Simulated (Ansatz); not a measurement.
# BH3OTe (SMILES OB[TeH]): functionals against CCSD(T) at one geometry

The atoms stand at a structure displaced at random from a GFN2-xTB minimum. How far do the functionals agree with CCSD(T) there?

Method: single points in def2-TZVPP; program: Ansatz 0.2.0, Gaussian basis.

Cores are frozen in the correlated methods. Filled d shells of the heavier atoms are correlated. Core potentials replace the inner electrons past krypton, and spin-orbit coupling is left out. B3LYP uses VWN-RPA correlation.

### 1 The system as given

SMILES `OB[TeH]`, 6 atoms, charge 0, spin multiplicity 1.

Atoms are counted from 1 here; the program's logs count them from 0.

Bond lengths: O1–B2 1.564 Å, O1–H4 0.759 Å, B2–Te3 2.019 Å, B2–H5 1.183 Å, Te3–H6 1.989 Å. Angles: B2–O1–H4 100.0°, O1–B2–Te3 124.2°, O1–B2–H5 89.6°, Te3–B2–H5 146.2°, B2–Te3–H6 88.3°.

Geometry (Å):

```xyz
6
BH3OTe
O    -0.9364   -0.2294   -1.3636
B     0.0962   -0.2590   -0.1891
Te   -0.0203    0.9081    1.4543
H    -1.2715    0.4374   -1.2273
H     0.7169   -1.0846   -0.7665
H     1.7994    0.2822    1.9573
```

### 2 CCSD(T)/def2-TZVPP

Contents of run/in.yaml:

```yaml
crystal:
  periodic: [false, false, false]
  atoms:
    - {symbol: O, position_ang: [-0.936400, -0.229400, -1.363600]}
    - {symbol: B, position_ang: [0.096200, -0.259000, -0.189100]}
    - {symbol: Te, position_ang: [-0.020300, 0.908100, 1.454300]}
    - {symbol: H, position_ang: [-1.271500, 0.437400, -1.227300]}
    - {symbol: H, position_ang: [0.716900, -1.084600, -0.766500]}
    - {symbol: H, position_ang: [1.799400, 0.282200, 1.957300]}
basis:
  gaussian: {orbitals: def2-TZVPP}
correlation: {method: ccsd_t}
output: {forces: true}
```

No record of the launch command was kept for these runs.

### 3 PBE0-D4/def2-TZVPP

run/in.yaml, as its differences from that of step 2:

```diff
@@ -11,3 +11,3 @@
   gaussian: {orbitals: def2-TZVPP}
-correlation: {method: ccsd_t}
-output: {forces: true}
+hamiltonian: {xc: pbe0, dispersion: d4}
+output: {forces: true, orbitals: {seedname: orbitals}}
```

### 4 wB97M-V/def2-TZVPP

run/in.yaml, as its differences from that of step 3:

```diff
@@ -11,3 +11,3 @@
   gaussian: {orbitals: def2-TZVPP}
-hamiltonian: {xc: pbe0, dispersion: d4}
-output: {forces: true, orbitals: {seedname: orbitals}}
+hamiltonian: {xc: {name: wB97M-V}}
+output: {forces: true}
```

### 5 r2SCAN-D4/def2-TZVPP

run/in.yaml, as its differences from that of step 4:

```diff
@@ -11,3 +11,3 @@
   gaussian: {orbitals: def2-TZVPP}
-hamiltonian: {xc: {name: wB97M-V}}
+hamiltonian: {xc: r2scan, dispersion: d4}
 output: {forces: true}
```

### 6 PBE-D4/def2-TZVPP

run/in.yaml, as its differences from that of step 5:

```diff
@@ -11,3 +11,3 @@
   gaussian: {orbitals: def2-TZVPP}
-hamiltonian: {xc: r2scan, dispersion: d4}
+hamiltonian: {xc: pbe, dispersion: d4}
 output: {forces: true}
```

### 7 B3LYP-D4/def2-TZVPP

run/in.yaml, as its differences from that of step 6:

```diff
@@ -11,3 +11,3 @@
   gaussian: {orbitals: def2-TZVPP}
-hamiltonian: {xc: pbe, dispersion: d4}
+hamiltonian: {xc: {name: B3LYP}, dispersion: d4}
 output: {forces: true}
```

### 8 r2SCAN0-D4/def2-TZVPP

run/in.yaml, as its differences from that of step 7:

```diff
@@ -11,3 +11,3 @@
   gaussian: {orbitals: def2-TZVPP}
-hamiltonian: {xc: {name: B3LYP}, dispersion: d4}
+hamiltonian: {xc: {name: r2SCAN0}, dispersion: d4}
 output: {forces: true}
```

(Steps that only read results are left out.)

**Question.** What will these runs give? Wanted: energy less free atoms, CCSD(T)/def2-TZVPP; RMS force component; RMS force error; HOMO and LUMO, PBE0-D4; T1 diagnostic.

As calculated:

```
                                  quantity                                                                                               value
energy less free atoms, CCSD(T)/def2-TZVPP                                                                                      -1585.6 kJ/mol
                       RMS force component                                                                7.589 to 7.779 eV/Å over the methods
                           RMS force error  PBE0-D4 0.081, wB97M-V 0.115, r2SCAN-D4 0.062, PBE-D4 0.225, B3LYP-D4 0.086, r2SCAN0-D4 0.201 eV/Å
                    HOMO and LUMO, PBE0-D4                                                                                  -7.43 and -2.42 eV
                             T1 diagnostic                                                                                               0.015
```

In words: Against CCSD(T) the functionals' energies less atoms differ by -104.3 to -14.4 kJ/mol, PBE-D4 by -104.3 kJ/mol. The reference is not at the basis limit: in triple zeta CCSD(T) underbinds, which counts against methods that bind more; the gaps are no ranking. For forces r2SCAN-D4 does best and PBE-D4 worst. Frozen-core CCSD(T) forces in triple zeta carry basis errors of their own, and this is one geometry, so small gaps rank nothing.
